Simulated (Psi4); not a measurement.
# BLYP/6-31G(d) (spherical functions) run of CH7BSi2 (SMILES CB1[SiH2][SiH2]1)

Aim: the energy change on altering one bond length of CH7BSi2 at BLYP/6-31G* (spherical functions), from 2 runs. 

Program for the calculation: Psi4 1.11.

1 further run of the same task is left out (set aside as unsound or not needed). Runs told in other sessions of the task aren't counted.

### 1 The system as given

CH7BSi2 has 11 atoms, charge 0, and is taken as a singlet. As SMILES, `CB1[SiH2][SiH2]1`. The coordinates come from a PBE0-D4/def2-TZVP relaxation.

Bond lengths: C1–B2 1.566 Å, B2–Si3 1.907 Å, B2–Si4 1.907 Å, C1–H5 1.092 Å, C1–H6 1.099 Å, C1–H7 1.092 Å, Si3–H8 1.482 Å, Si3–H9 1.489 Å, Si4–H10 1.489 Å, Si4–H11 1.482 Å. Some angles: C1–B2–Si3 130.2°, C1–B2–Si4 130.2°, Si3–B2–Si4 83.2°, B2–C1–H5 114.1°, B2–C1–H6 106.3°, B2–C1–H7 114.1°, B2–Si3–H8 124.3°, B2–Si3–H9 125.0°, B2–Si4–H10 124.9°, B2–Si4–H11 124.3°. A long bond or contact: Si3–Si4 2.531 Å.

### 2 Energy and forces at BLYP/6-31G(d) (spherical functions)

calc.in reads:

```
memory 2200 MB

molecule system {
  0 1
  C     -0.263900     1.793500     0.099500
  B     -0.450600     0.243000    -0.016600
  Si     0.018800    -1.148600     1.199400
  Si     0.210300    -0.982900    -1.318800
  H      0.165600     2.121800     1.048800
  H     -1.271300     2.229100     0.051100
  H      0.301000     2.238000    -0.723000
  H     -0.479200    -2.541300     1.107000
  H      0.876900    -0.975400     2.403900
  H      1.239000    -0.662800    -2.346600
  H     -0.281200    -2.371200    -1.484200
  units angstrom
  symmetry c1
}

set {
  basis 6-31G*
  puream true
  e_convergence 1e-09
  d_convergence 1e-08
  scf_type pk
  dft_radial_points 99
  dft_spherical_points 590
}

E, wfn = gradient("blyp", return_wfn=True)
oeprop(wfn, "QUADRUPOLE", "MAYER_INDICES", "LOWDIN_CHARGES")
```

On the command line:

```sh
$ psi4 -n 1 calc.in calc.out
```

calc.out:

```text
[...]
  Running in c1 symmetry.
[...]
  Nuclear repulsion =  181.476428428229070
[...]
  Multiplicity = 1
[...]
  Nalpha       = 23
  Nbeta        = 23
[...]
    Number of basis functions: 78
[...]
   @RKS iter   1:  -645.48672349184119    1.91233e-02   1.10530e-02 ADIIS/DIIS
[...]
   @RKS iter  14:  -645.97425672240445   -1.36424e-12   1.22311e-09 DIIS
[...]
  @RKS Final Energy:  -645.97425672240445
   => Energetics <=
    Nuclear Repulsion Energy =            181.4764284282290703
    One-Electron Energy =               -1251.9449305132488917
    Two-Electron Energy =                 478.3390892471697384
    DFT Exchange-Correlation Energy =     -53.8448438845544857
    Empirical Dispersion Energy =           0.0000000000000000
    VV10 Nonlocal Energy =                  0.0000000000000000
    Total Energy =                       -645.9742567224044478
[...]
  -Total Gradient:
     Atom            X                  Y                   Z
    ------   -----------------  -----------------  -----------------
       1        0.000270755757     0.000581187504     0.000013629023
       2        0.002384548402     0.000799717449     0.000199955627
       3        0.001629915989     0.001093772809    -0.006935179612
       4        0.000515350478     0.000205793755     0.007176855631
       5       -0.002823526363    -0.002819485686    -0.005910227849
       6        0.006087482169    -0.003391766921     0.000244977499
       7       -0.003688091683    -0.003574514065     0.005045983141
       8        0.000834437721     0.003800500754    -0.000953570628
       9       -0.002679991289     0.000057069299    -0.003478540270
      10       -0.003170565405    -0.000367814540     0.003034066442
      11        0.000646936763     0.003612954135     0.001562423447
[...]
 Multipole Moments:
 ------------------------------------------------------------------------------------
     Multipole            Electronic (a.u.)      Nuclear  (a.u.)        Total (a.u.)
 ------------------------------------------------------------------------------------
 L = 1.  Multiply by 2.5417464519 to convert [e a0] to [Debye]
 Dipole X            :         -1.0286365            1.0274886           -0.0011479
 Dipole Y            :         -1.9245918            2.0835424            0.1589506
 Dipole Z            :         -0.2059756            0.2159402            0.0099645
 Magnitude           :                                                    0.1592667
 L = 2.  Multiply by 1.3450342976 to convert [e a0^2] to [Debye ang]
 Quadrupole XX       :        -54.5047607           22.8922294          -31.6125312
 Quadrupole XY       :         29.1860293          -29.2882938           -0.1022646
[...]
```

It took 17 s on 1 thread of Intel Xeon 6975P-C (Granite Rapids), shared host; peak memory 1.4 GiB.

### 3 The distorted shape at the same level

ch7bsi2.xyz reads:

```xyz
11
CH7BSi2
C     -0.950368     1.654942    -0.864084
B     -1.137068     0.104442    -0.980184
Si    -0.667668    -1.287158     0.235816
Si    -0.476168    -1.121458    -2.282384
H     -0.520868     1.983242     0.085216
H     -1.957768     2.090542    -0.912484
H     -0.385468     2.099442    -1.686584
H     -1.165668    -2.679858     0.143416
H      0.876900    -0.975400     2.403900
H      0.552532    -0.801358    -3.310184
H     -0.967668    -2.509758    -2.447784
```

run.py reads:

```python
import psi4

psi4.set_memory(2200000000)
psi4.set_num_threads(1)
psi4.set_output_file('output.dat', False)

with open('ch7bsi2.xyz') as f:
    atoms = ''.join(f.readlines()[2:])
mol = psi4.geometry('0 1\n' + atoms + 'symmetry c1')

options = {'basis': '6-31G*', 'puream': True, 'e_convergence': 1e-09, 'd_convergence': 1e-08, 'scf_type': 'pk', 'dft_radial_points': 99, 'dft_spherical_points': 590}
psi4.set_options(options)

result = psi4.gradient("blyp", molecule=mol)
print('gradient / Eh bohr^-1')
print(result.np.round(6))
for k, v in sorted(psi4.core.scalar_variables().items()):
    print(f'{k:45s} {v:18.10f}')
```

On the command line:

```sh
$ python run.py
```

output.dat, cut to the lines that bear on the results:

```text
[...]
  Running in c1 symmetry.
[...]
  Nuclear repulsion =  178.284466044443974
[...]
  Multiplicity = 1
[...]
  Nalpha       = 23
  Nbeta        = 23
[...]
    Number of basis functions: 78
[...]
   @RKS iter   1:  -645.22422300807114    1.45294e-01   1.19595e-02 ADIIS/DIIS
[...]
   @RKS iter  16:  -645.87414580702580   -5.11591e-12   5.11020e-09 DIIS
[...]
  @RKS Final Energy:  -645.87414580702580
   => Energetics <=
    Nuclear Repulsion Energy =            178.2844660444439739
    One-Electron Energy =               -1244.8911015194953507
    Two-Electron Energy =                 474.4413054343372664
    DFT Exchange-Correlation Energy =     -53.7088157663115737
    Empirical Dispersion Energy =           0.0000000000000000
    VV10 Nonlocal Energy =                  0.0000000000000000
    Total Energy =                       -645.8741458070257977
[...]
 Multipole Moments:
 ------------------------------------------------------------------------------------
     Multipole            Electronic (a.u.)      Nuclear  (a.u.)        Total (a.u.)
 ------------------------------------------------------------------------------------
[...]
  -Total Gradient:
     Atom            X                  Y                   Z
    ------   -----------------  -----------------  -----------------
       1        0.001349303195     0.001198336493     0.001498104785
       2        0.001591301865    -0.006370269569    -0.006936169855
       3       -0.022228694025    -0.006478570971    -0.034845099427
       4       -0.003216200514     0.006289378388     0.006280844606
       5       -0.003049124148    -0.001354445104    -0.005504358378
       6        0.006154355815    -0.003380622156     0.000478517228
       7       -0.003797423415    -0.003588298769     0.005104933911
       8        0.000952108141     0.006991030981    -0.002563344371
       9        0.022771540133     0.005104089774     0.031077784141
      10       -0.001083149659    -0.001815692524     0.003483859298
      11        0.000557815986     0.003405013867     0.001924172285
[...]
```

On the terminal:

```text
gradient / Eh bohr^-1
[[ 0.001349  0.001198  0.001498]
 [ 0.001591 -0.00637  -0.006936]
 [-0.022229 -0.006479 -0.034845]
 [-0.003216  0.006289  0.006281]
 [-0.003049 -0.001354 -0.005504]
 [ 0.006154 -0.003381  0.000479]
 [-0.003797 -0.003588  0.005105]
 [ 0.000952  0.006991 -0.002563]
 [ 0.022772  0.005104  0.031078]
 [-0.001083 -0.001816  0.003484]
 [ 0.000558  0.003405  0.001924]]
CURRENT ENERGY                                   -645.8741458070
CURRENT REFERENCE ENERGY                         -645.8741458070
DD SOLVATION ENERGY                                 0.0000000000
DFT FUNCTIONAL TOTAL ENERGY                      -645.8741458070
DFT TOTAL ENERGY                                 -645.8741458070
DFT VV10 ENERGY                                     0.0000000000
DFT XC ENERGY                                     -53.7088157663
GRID ELECTRONS ALPHA                               23.0000005590
GRID ELECTRONS BETA                                23.0000005590
GRID ELECTRONS TOTAL                               46.0000011180
NUCLEAR REPULSION ENERGY                          178.2844660444
ONE-ELECTRON ENERGY                             -1244.8911015195
PCM POLARIZATION ENERGY                             0.0000000000
PE ENERGY                                           0.0000000000
SCF ITERATION ENERGY                             -645.8741458070
SCF ITERATIONS                                     16.0000000000
SCF TOTAL ENERGY                                 -645.8741458070
TWO-ELECTRON ENERGY                               474.4413054343
XC GRID RADIAL POINTS                              99.0000000000
XC GRID SPHERICAL POINTS                          590.0000000000
XC GRID TOTAL POINTS                           606912.0000000000
```

It took 17 s on 1 thread of Intel Xeon 6975P-C (Granite Rapids), shared host; peak memory 1.4 GiB.

### 4 Results

Level: BLYP/6-31G* (spherical functions).

```
                                                          quantity          value
                                         first shape: total energy  -645.97426 Eh
                                        first shape: dipole moment         0.40 D
                                          first shape: HOMO energy       -5.32 eV
                                          first shape: LUMO energy       -1.93 eV
                                        first shape: HOMO–LUMO gap        3.39 eV
                             first shape: largest force on an atom     0.371 eV/Å
                                     distorted shape: total energy  -645.87415 Eh
                                    distorted shape: dipole moment         2.24 D
                                      distorted shape: HOMO energy       -5.54 eV
                                      distorted shape: LUMO energy       -3.42 eV
                                    distorted shape: HOMO–LUMO gap        2.12 eV
                         distorted shape: largest force on an atom     2.151 eV/Å
energy change with the Si3–H9 bond stretched from 1.489 to 2.680 Å       2.724 eV
```

In words: One bond (distorted shape) is far stretched, which a spin-restricted single reference describes badly; a broken-symmetry solution may lie lower. With the Si3–H9 bond stretched from 1.489 to 2.680 Å the energy rises by 2.72 eV (263 kJ/mol). The first shape isn't relaxed at this level, so the change isn't measured from a minimum. A restricted reference can't describe the breaking bond well at this length. The largest force (first shape) is 0.37 eV/Å: the shape isn't a stationary point for this species at this level.
